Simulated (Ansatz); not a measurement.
**GaHCl2 (singlet): wave-function methods side by side at distance Cl1–Ga2 = 1.684 Å, cc-pVDZ**

How much of the correlation energy of GaHCl2 (singlet) does each wave-function method recover here?

Program: Ansatz 0.2.0, Gaussian basis. Level of theory: cc-pVDZ, core rule «outside noble gas», up to 24 orbitals frozen. These are calculated values, not measurements.

To be run: UHF; CCSD(T) on RHF; BCCD(T) on RHF; CISD; CCSDT(Q) on RHF; CASSCF and MRCISD+Q, 2 electrons in 2 orbitals; CASSCF and NEVPT2, 2 electrons in 2 orbitals.

47 further runs of the same task are left out: 12 for a known fault of the program, 3 for a mislabelled method, 29 that didn't finish, 3 set aside as unsound or not needed.

### 1 The geometry

The geometry derives from a PBE0/def2-TZVP stationary point (not a proven minimum). One bond is set to the value named and the two fragments are kept rigid. No spin-orbit coupling is included. The filled d shell of Ga may be among the frozen orbitals whatever the setting's name suggests; the logs give the count.

4 atoms, charge 0, spin multiplicity 1.

Atoms are counted from 1 here; the program's logs count them from 0.

Bond lengths: Cl1–Ga2 1.684 Å, Ga2–Cl3 2.129 Å, Ga2–H4 1.545 Å. Angles: Cl1–Ga2–Cl3 115.3°, Cl1–Ga2–H4 122.3°, Cl3–Ga2–H4 122.3°.

In the tables R marks a restricted determinant and U an unrestricted one; 'pair' is the active space of 2 electrons in 2 orbitals; energies count from the table's Hartree-Fock row.

### 2 UHF

Input file in.yaml:

```yaml
crystal:
  periodic: [false, false, false]
  atoms:
    - {symbol: Cl, position_ang: [0.000000, -0.401301, 1.516860]}
    - {symbol: Ga, position_ang: [0.000000, 0.499495, 0.094039]}
    - {symbol: Cl, position_ang: [0.000000, -0.639153, -1.704473]}
    - {symbol: H, position_ang: [0.000000, 2.044661, 0.094039]}
basis:
  gaussian: {orbitals: cc-pVDZ}
magnetization: {spin_polarized: true, initial_magnetization: 0}
hamiltonian: {xc: hf}
output: {orbitals: {seedname: orbitals}}
```

On the command line:

```
$ ansatz run in.yaml --threads 1 --pin off --events-out ev --progress --plain --max-ram 2393MiB
```

The program printed:

```text
Functional definition: HF
  name "HF"
  cite "Fock, Z. Phys. 61, 126 (1930) doi:10.1007/BF01340294"
  parent pbe
  exchange = exact_x
  correlation = 0
760 factors; integrals over basis functions are off by at most 7.8e-4 eV
mean field evaluation 1: about -77355.1125 eV, gradient 1.1e1 eV
mean field evaluation 2: about -77355.1312 eV, gradient 1.1e1 eV
mean field evaluation 4: about -77355.9917 eV, gradient 7.8e-1 eV
mean field evaluation 8: about -77355.9983 eV, gradient 1.6e-5 eV
mean field -77355.99834623 eV, -2842.7805054452 hartree, gradient 6.5e-5 eV, S^2 0.000000; 0 other end points of the search recorded, 0 dependent functions left out
reference -77355.99834623 eV, -2842.7805054452 hartree; 33, 33 occupied and 35, 35 virtual orbitals, 760 factors
Total energy: -77355.99834623 eV, -2842.7805054452 hartree
```

It took 5.5 s on 1 thread of Intel Xeon at 2.50GHz, shared host.

From the report: ⟨S²⟩ of the determinant 0.000 (pure singlet: 0.00).

The unrestricted search falls back on the restricted solution.

### 3 CCSD(T) on RHF

Edit in.yaml of step 2 so:

```diff
@@ -9,4 +9,4 @@
   gaussian: {orbitals: cc-pVDZ}
-magnetization: {spin_polarized: true, initial_magnetization: 0}
-hamiltonian: {xc: hf}
-output: {orbitals: {seedname: orbitals}}
+magnetization: {spin_polarized: false}
+correlation: {method: ccsd_t, electrons: outside_noble_gas}
+output: {forces: true}
```

The command is unchanged.

The program printed, cut to the lines that bear on the results:

```text
Functional definition: HF
  name "HF"
  cite "Fock, Z. Phys. 61, 126 (1930) doi:10.1007/BF01340294"
  parent pbe
[...]
760 factors; integrals over basis functions are off by at most 7.8e-4 eV
[...]
mean field -77355.99834623 eV, -2842.7805054452 hartree, gradient 1.1e-6 eV, S^2 0.000000; 0 other end points of the search recorded, 0 dependent functions left out
24 core orbitals not correlated: weight in the atoms' cores, before any rotation towards them, 0.812 or more for the frozen orbitals, at most 0.174 for the correlated occupied ones
reference -77355.99834623 eV, -2842.7805054452 hartree; 9, 9 occupied and 35, 35 virtual orbitals, 760 factors
second order -8.85400355 eV of doubles, -0.00000000 eV of singles
cycle   1  -9.48915801 eV  change   -6.4e-1 eV  update   5.6e-2
[...]
cycle   9  -9.69017992 eV  change    1.8e-6 eV  update   4.5e-6
perturbative correction -0.18506648 eV, -0.0068010678 hartree
[...]
Total energy: -77365.87359264 eV, -2843.1434140568 hartree
Atom 0 at     0.000000    -0.401301     1.516860 Å, force    -0.000000   -12.461252    19.840303 eV/Å
Atom 1 at     0.000000     0.499495     0.094039 Å, force    -0.000000    12.348612   -18.389515 eV/Å
Atom 2 at     0.000000    -0.639153    -1.704473 Å, force    -0.000000    -0.339745    -1.115829 eV/Å
Atom 3 at     0.000000     2.044661     0.094039 Å, force     0.000000     0.452385    -0.334959 eV/Å
Dipole moment:     0.000000     0.156626     0.376942 e Å
```

Wall time 17 s (1 thread of Intel Xeon at 2.50GHz, shared host).

From the report: correlation -9.8752 eV; T1 0.008; largest double amplitude 0.03.

### 4 BCCD(T) on RHF

Edit in.yaml of step 3 so:

```diff
@@ -10,3 +10,2 @@
 magnetization: {spin_polarized: false}
-correlation: {method: ccsd_t, electrons: outside_noble_gas}
-output: {forces: true}
+correlation: {method: bccd_t, electrons: outside_noble_gas}
```

The command is unchanged.

The program printed, cut to the lines that bear on the results:

```text
Functional definition: HF
  name "HF"
  cite "Fock, Z. Phys. 61, 126 (1930) doi:10.1007/BF01340294"
  parent pbe
[...]
760 factors; integrals over basis functions are off by at most 7.8e-4 eV
[...]
mean field -77355.99834623 eV, -2842.7805054452 hartree, gradient 1.1e-6 eV, S^2 0.000000; 0 other end points of the search recorded, 0 dependent functions left out
24 core orbitals not correlated: weight in the atoms' cores, before any rotation towards them, 0.812 or more for the frozen orbitals, at most 0.174 for the correlated occupied ones
reference -77355.99834623 eV, -2842.7805054452 hartree; 9, 9 occupied and 35, 35 virtual orbitals, 760 factors
second order -8.85400355 eV of doubles, -0.00000000 eV of singles
cycle   1  -9.49565390 eV  change   -6.4e-1 eV  update   5.6e-2
[...]
cycle   8  -9.68515354 eV  change   -1.5e-5 eV  update   1.6e-5
perturbative correction -0.19105986 eV, -0.0070213204 hartree
Total energy: -77365.87455964 eV, -2843.1434495933 hartree
```

Run time: 7 s. Hardware: 1 thread of Intel Xeon at 2.50GHz, shared host.

From the report: correlation -9.8762 eV; largest double amplitude 0.03.

### 5 CISD

Edit in.yaml of step 4 so:

```diff
@@ -9,3 +9,2 @@
   gaussian: {orbitals: cc-pVDZ}
-magnetization: {spin_polarized: false}
-correlation: {method: bccd_t, electrons: outside_noble_gas}
+correlation: {active_space: {ras: {orbitals: [9, 0, 35], electrons: 18, max_holes: 2, max_particles: 2}, fixed_orbitals: true}}
```

The command is unchanged.

The program printed:

```text
Functional definition: HF
  name "HF"
  cite "Fock, Z. Phys. 61, 126 (1930) doi:10.1007/BF01340294"
  parent pbe
  exchange = exact_x
  correlation = 0
760 factors; integrals over basis functions are off by at most 7.8e-4 eV
mean field evaluation 1: about -77355.1125 eV, gradient 1.6e1 eV
mean field evaluation 2: about -77355.1312 eV, gradient 1.6e1 eV
mean field evaluation 4: about -77355.9915 eV, gradient 1.1e0 eV
mean field evaluation 8: about -77355.9983 eV, gradient 3.2e-4 eV
mean field -77355.99834623 eV, -2842.7805054452 hartree, gradient 1.1e-6 eV, S^2 0.000000; 0 other end points of the search recorded, 0 dependent functions left out
reference -77355.99834623 eV, -2842.7805054452 hartree; 33, 33 occupied and 35, 35 virtual orbitals, 760 factors
state -77364.49333553 eV, -2843.0926905439 hartree
Total energy: -77364.49333553 eV, -2843.0926905439 hartree
```

It took 12 s on 1 thread of Intel Xeon at 2.50GHz, shared host.

From the report: 74,062 determinants.

### 6 CCSDT(Q) on RHF

Edit in.yaml of step 5 so:

```diff
@@ -9,2 +9,3 @@
   gaussian: {orbitals: cc-pVDZ}
-correlation: {active_space: {ras: {orbitals: [9, 0, 35], electrons: 18, max_holes: 2, max_particles: 2}, fixed_orbitals: true}}
+magnetization: {spin_polarized: false}
+correlation: {method: ccsdt_q, electrons: outside_noble_gas}
```

The command is unchanged.

The program printed, cut to the lines that bear on the results:

```text
Functional definition: HF
  name "HF"
  cite "Fock, Z. Phys. 61, 126 (1930) doi:10.1007/BF01340294"
  parent pbe
[...]
1364 factors; integrals over basis functions are off by at most 2.0e-7 eV
[...]
mean field -77355.99864415 eV, -2842.7805163935 hartree, gradient 1.1e-6 eV, S^2 0.000000; 0 other end points of the search recorded, 0 dependent functions left out
24 core orbitals not correlated: weight in the atoms' cores, before any rotation towards them, 0.812 or more for the frozen orbitals, at most 0.174 for the correlated occupied ones
reference -77355.99864415 eV, -2842.7805163935 hartree; 9, 9 occupied and 35, 35 virtual orbitals, 1364 factors
second order -8.85405038 eV of doubles, -0.00000000 eV of singles
cycle   1  -9.48919734 eV  change   -6.4e-1 eV  update   6.7e-2
[...]
cycle  12  -9.89143726 eV  change   -1.0e-6 eV  update   1.6e-6
perturbative correction -0.01866728 eV, -0.0006860098 hartree
Total energy: -77365.90874869 eV, -2843.1447060180 hartree
```

Wall time 67 s (1 thread of Intel Xeon at 2.50GHz, shared host); peak memory 0.44 GiB.

From the report: correlation -9.9101 eV; T1 0.009; largest double amplitude 0.03.

### 7 CASSCF and MRCISD+Q, 2 electrons in 2 orbitals

Edit in.yaml of step 6 so:

```diff
@@ -9,3 +9,2 @@
   gaussian: {orbitals: cc-pVDZ}
-magnetization: {spin_polarized: false}
-correlation: {method: ccsdt_q, electrons: outside_noble_gas}
+correlation: {method: fic_mrcisd_q, electrons: outside_noble_gas, active_space: {window: {electrons: 2, orbitals: 2}}}
```

Same command.

The program printed, cut to the lines that bear on the results:

```text
Functional definition: HF
  name "HF"
  cite "Fock, Z. Phys. 61, 126 (1930) doi:10.1007/BF01340294"
  parent pbe
[...]
760 factors; integrals over basis functions are off by at most 7.8e-4 eV
[...]
mean field -77355.99834623 eV, -2842.7805054452 hartree, gradient 1.1e-6 eV, S^2 0.000000; 0 other end points of the search recorded, 0 dependent functions left out
reference -77355.99834623 eV, -2842.7805054452 hartree; 33, 33 occupied and 35, 35 virtual orbitals, 760 factors
state -77356.37836818 eV, -2842.7944709942 hartree
contracted CI cycle   1: correlation 0.00000000 eV, 0.0000000000 hartree, residual 2.54e1 eV
contracted CI cycle   2: correlation -8.27862651 eV, -0.3042339129 hartree, residual 2.82e0 eV
contracted CI cycle   3: correlation -8.40627910 eV, -0.3089250591 hartree, residual 6.45e-1 eV
contracted CI cycle   4: correlation -8.41318488 eV, -0.3091788419 hartree, residual 1.61e-1 eV
contracted CI cycle   5: correlation -8.41368015 eV, -0.3091970425 hartree, residual 4.68e-2 eV
contracted CI cycle   6: correlation -8.41371927 eV, -0.3091984802 hartree, residual 1.45e-2 eV
contracted CI cycle   7: correlation -8.41372300 eV, -0.3091986172 hartree, residual 4.91e-3 eV
contracted CI cycle   8: correlation -8.41372344 eV, -0.3091986333 hartree, residual 1.56e-3 eV
state -77356.37836818 eV, -2842.7944709942 hartree; corrected -77365.78377399 eV, -2843.1401132822 hartree
Total energy: -77365.78377399 eV, -2843.1401132822 hartree
```

Wall time 20 s (1 thread of Intel Xeon at 2.50GHz, shared host).

From the report: 4 determinants; active occupations 1.98, 0.02.

### 8 CASSCF and NEVPT2, 2 electrons in 2 orbitals

Edit in.yaml of step 7 so:

```diff
@@ -9,2 +9,2 @@
   gaussian: {orbitals: cc-pVDZ}
-correlation: {method: fic_mrcisd_q, electrons: outside_noble_gas, active_space: {window: {electrons: 2, orbitals: 2}}}
+correlation: {method: sc_nevpt2, electrons: outside_noble_gas, active_space: {window: {electrons: 2, orbitals: 2}}}
```

Launched as before.

The program printed:

```text
Functional definition: HF
  name "HF"
  cite "Fock, Z. Phys. 61, 126 (1930) doi:10.1007/BF01340294"
  parent pbe
  exchange = exact_x
  correlation = 0
760 factors; integrals over basis functions are off by at most 7.8e-4 eV
mean field evaluation 1: about -77355.1125 eV, gradient 1.6e1 eV
mean field evaluation 2: about -77355.1312 eV, gradient 1.6e1 eV
mean field evaluation 4: about -77355.9915 eV, gradient 1.1e0 eV
mean field evaluation 8: about -77355.9983 eV, gradient 3.2e-4 eV
mean field -77355.99834623 eV, -2842.7805054452 hartree, gradient 1.1e-6 eV, S^2 0.000000; 0 other end points of the search recorded, 0 dependent functions left out
reference -77355.99834623 eV, -2842.7805054452 hartree; 33, 33 occupied and 35, 35 virtual orbitals, 760 factors
state -77356.37836818 eV, -2842.7944709942 hartree
state -77356.37836818 eV, -2842.7944709942 hartree; corrected -77364.81626556 eV, -2843.1045580033 hartree
Total energy: -77364.81626556 eV, -2843.1045580033 hartree
```

Run time: 18 s. Hardware: 1 thread of Intel Xeon at 2.50GHz, shared host.

From the report: 4 determinants; active occupations 1.98, 0.02.

### 9 The ladder

The yardstick is RCCSDT(Q), where the cluster series has nearly closed. Rows without a time come out of other runs: HF, MP2 and CCSD of CCSD(T), CCSDT of CCSDT(Q), CASSCF and MRCISD of the multireference runs. The times of RCCSD(T) include forces.

```
       method  energy from the lowest RHF (meV)  from RCCSDT(Q) (meV)  time
          RHF                               0.0               +9910.4      
         RMP2                           -8854.0               +1056.4      
        RCCSD                           -9690.2                +220.2      
     RCCSD(T)                           -9875.2                 +35.2  17 s
      BCCD(T)                           -9876.2                 +34.2   7 s
       RCCSDT                           -9891.7                 +18.7      
    RCCSDT(Q)                           -9910.4                     0  67 s
  CASSCF pair                            -380.0               +9530.4      
  NEVPT2 pair                           -8817.9               +1092.5  18 s
  MRCISD pair                           -8793.7               +1116.7      
MRCISD+Q pair                           -9785.4                +125.0  20 s
```

Among the levels timed on like hardware and quicker than the yardstick, those that no quicker one beats, quickest first: BCCD(T) (7 s, +34.2 meV).

Not comparable, so not listed: CISD (they don't share determinant, frozen orbitals or solution with the rows shown, or repeat one).

### 10 What came out

```
                         quantity                      value
   RCCSDT(Q) below the RHF energy                 -9.9104 eV
              RMP2 from RCCSDT(Q)                +1056.4 meV
             RCCSD from RCCSDT(Q)                 +220.2 meV
          RCCSD(T) from RCCSDT(Q)                  +35.2 meV
       NEVPT2 pair from RCCSDT(Q)                +1092.5 meV
     MRCISD+Q pair from RCCSDT(Q)                 +125.0 meV
levels within 1 kcal/mol (43 meV)  RCCSD(T), BCCD(T), RCCSDT
                    T1 diagnostic                      0.008
```

**Reading.** RCCSD(T) misses by +35.2 meV, 0.4 % of the correlation energy. Of the multireference levels listed MRCISD+Q pair comes nearest in total energy (+125.0 meV), which doesn't show that its space is the better one. These misses are within one basis, not against nature.

For cost: BCCD(T) gets within 34.2 meV in 7 s, where RCCSDT(Q) took 67 s.
